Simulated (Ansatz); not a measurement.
**CH4ClFSi: how energies converge with the basis set**

One table from this session's results is given with a row withheld; the runs are named, their logs left out.

The runs use Ansatz 0.2.0, Gaussian basis; one geometry, several basis sets.

The runs, in order: PBE0-D4/def2-SVP; ωB97M-V/def2-SVP; PBE0-D4/def2-QZVPP; ωB97M-V/def2-QZVPP; the functionals' def2-TZVPP values are taken from earlier runs.

## The geometry

An earlier PBE0-D4 in a triple-zeta def2 set relaxation fixed the geometry.

SMILES `FC([SiH3])Cl`, 8 atoms, charge 0, spin multiplicity 1.

Atoms are counted from 1 here; the program's logs count them from 0.

Bond lengths: F1–C2 1.369 Å, C2–Si3 1.908 Å, C2–Cl4 1.781 Å, C2–H5 1.092 Å, Si3–H6 1.485 Å, Si3–H7 1.482 Å, Si3–H8 1.481 Å. Angles: F1–C2–Si3 110.8°, F1–C2–Cl4 109.2°, F1–C2–H5 107.8°, Si3–C2–Cl4 108.9°, Si3–C2–H5 114.1°, Cl4–C2–H5 105.8°, C2–Si3–H6 108.5°, C2–Si3–H7 107.7°, C2–Si3–H8 108.1°, H6–Si3–H7 110.2°, H6–Si3–H8 110.9°, H7–Si3–H8 111.3°.

The first run:

Contents of in.yaml:

```yaml
crystal:
  periodic: [false, false, false]
  atoms:
    - {symbol: F, position_ang: [-1.528584, 1.142258, 0.105507]}
    - {symbol: C, position_ang: [-0.444539, 0.616034, -0.544688]}
    - {symbol: Si, position_ang: [0.550183, -0.528345, 0.612794]}
    - {symbol: Cl, position_ang: [-1.003401, -0.329099, -1.947587]}
    - {symbol: H, position_ang: [0.133401, 1.446370, -0.956159]}
    - {symbol: H, position_ang: [0.988580, 0.260604, 1.792120]}
    - {symbol: H, position_ang: [1.727909, -1.020387, -0.141208]}
    - {symbol: H, position_ang: [-0.331349, -1.644735, 1.023422]}
basis:
  gaussian: {orbitals: def2-SVP}
hamiltonian: {xc: pbe0, dispersion: d4}
output: {orbitals: {seedname: orbitals}}
```

Command:

```
> ansatz run in.yaml --threads 2 --pin off --events-out ev --progress --plain --max-ram 4352MiB
```

Among the steps run: PBE0-D4 in def2-SVP; ωB97M-V in def2-SVP; PBE0-D4 in def2-QZVPP; ωB97M-V in def2-QZVPP.

One of the session's tables, all rows but one given; the rest of the session is left out.

It belongs to the step «Density functionals: the series». 

```
functional       basis  HOMO (eV)  LUMO (eV)
   PBE0-D4    def2-SVP      -8.21       0.39
   PBE0-D4  def2-TZVPP      -8.35      -0.07
   PBE0-D4  def2-QZVPP      -8.39      -0.24
   ωB97M-V    def2-SVP          ?          ?
   ωB97M-V  def2-TZVPP     -10.61       1.66
   ωB97M-V  def2-QZVPP     -10.66       1.30
```

Q: Estimate the row for ωB97M-V, def2-SVP from the others.

**Answer.** HOMO (eV): -10.44; LUMO (eV): 2.37. In the column «HOMO (eV)» it lies between ωB97M-V, def2-TZVPP (-10.61) and PBE0-D4, def2-QZVPP (-8.39).
